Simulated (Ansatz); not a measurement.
# CH6FNO2Si: a ladder of functionals and wavefunction methods

The task here is to estimate one member of a computed series from the others.

The runs use Ansatz 0.2.0, Gaussian basis; functionals in def2-TZVPP, the program's frozen cores in correlated methods.

Plan: PBE-D4, r2SCAN-D4, PBE0-D4, B3LYP-D4, ωB97X-V, ωB97M-V, B2PLYP; CCSD(T)/def2-TZVPP; MP2/def2-QZVPP; extrapolation to the limit.

## The geometry

The geometry comes from an earlier relaxation with PBE0-D4 in a triple-zeta def2 set; it is a stationary point, not always the lowest conformer.

SMILES `OC(O)(F)N[SiH3]`, 12 atoms, charge 0, spin multiplicity 1.

Atoms are counted from 1 here; the program's logs count them from 0.

Bond lengths: O1–C2 1.381 Å, O1–H7 0.963 Å, C2–O3 1.377 Å, C2–F4 1.379 Å, C2–N5 1.402 Å, O3–H8 0.963 Å, N5–Si6 1.741 Å, N5–H9 1.008 Å, Si6–H10 1.486 Å, Si6–H11 1.482 Å, Si6–H12 1.485 Å. Angles: C2–O1–H7 106.5°, O1–C2–O3 113.5°, O1–C2–F4 102.7°, O1–C2–N5 113.4°, O3–C2–F4 108.2°, O3–C2–N5 106.7°, F4–C2–N5 112.4°, C2–O3–H8 107.7°, C2–N5–Si6 123.3°, C2–N5–H9 112.2°, Si6–N5–H9 119.3°, N5–Si6–H10 104.0°, N5–Si6–H11 111.3°, N5–Si6–H12 113.2°, H10–Si6–H11 109.5°, H10–Si6–H12 109.5°, H11–Si6–H12 109.1°.

Set-up of the first run:

in.yaml

```yaml
crystal:
  periodic: [false, false, false]
  atoms:
    - {symbol: O, position_ang: [-1.742776, -1.359167, -0.273850]}
    - {symbol: C, position_ang: [-0.638388, -0.751409, 0.290848]}
    - {symbol: O, position_ang: [0.539601, -1.425308, 0.056123]}
    - {symbol: F, position_ang: [-0.911115, -0.820041, 1.640850]}
    - {symbol: N, position_ang: [-0.442790, 0.565686, -0.147167]}
    - {symbol: Si, position_ang: [1.114137, 1.344230, -0.167606]}
    - {symbol: H, position_ang: [-1.649904, -1.265062, -1.227266]}
    - {symbol: H, position_ang: [0.473737, -2.286805, 0.481130]}
    - {symbol: H, position_ang: [-1.274150, 1.126659, -0.050881]}
    - {symbol: H, position_ang: [0.797640, 2.775235, -0.411896]}
    - {symbol: H, position_ang: [1.959740, 0.830195, -1.270472]}
    - {symbol: H, position_ang: [1.851369, 1.210486, 1.114089]}
basis:
  gaussian: {orbitals: def2-TZVPP}
hamiltonian: {xc: pbe, dispersion: d4}
output: {forces: true, orbitals: {seedname: orbitals}}
```

On the command line:

```sh
$ ansatz run in.yaml --threads 4 --pin off --events-out ev --progress --plain --max-ram 10444MiB
```

Steps of the session up to this table: PBE-D4 (GGA); r2SCAN-D4 (meta-GGA); PBE0-D4 (hybrid); B3LYP-D4 (hybrid); ωB97X-V (range-separated); ωB97M-V (range-separated); B2PLYP (double hybrid); CCSD(T) in def2-TZVPP; MP2 in def2-QZVPP.

One of the session's tables, all rows but one given; the rest of the session is left out.

| method | atomisation energy (kJ/mol) |
| --- | --- |
| PBE-D4 | 4461.0 |
| r2SCAN-D4 | 4359.4 |
| PBE0-D4 | 4340.3 |
| B3LYP-D4 | 4345.4 |
| ωB97X-V | 4386.3 |
| ωB97M-V | 4383.4 |
| B2PLYP | 4300.7 |
| HF/def2-TZVPP | 2951.9 |
| MP2/def2-TZVPP | 4332.7 |
| CCSD/def2-TZVPP | 4153.1 |
| CCSD(T)/def2-TZVPP | 4229.7 |
| MP2/CBS | ? |
| CCSD(T)/CBS | 4367.2 |

**Question.** Estimate the row for MP2/CBS.

As computed: atomisation energy (kJ/mol): 4470.2. In the column «atomisation energy (kJ/mol)» it is the highest.

Among the levels timed on like hardware and quicker than the yardstick, those that no quicker one beats, quickest first: PBE-D4 (3.6 s, +93.8 kJ/mol); PBE0-D4 (3.8 s, -26.9 kJ/mol); r2SCAN-D4 (6 s, -7.8 kJ/mol).

B2PLYP carry no dispersion term (for B3LYP, D4 adds 38.6 kJ/mol).
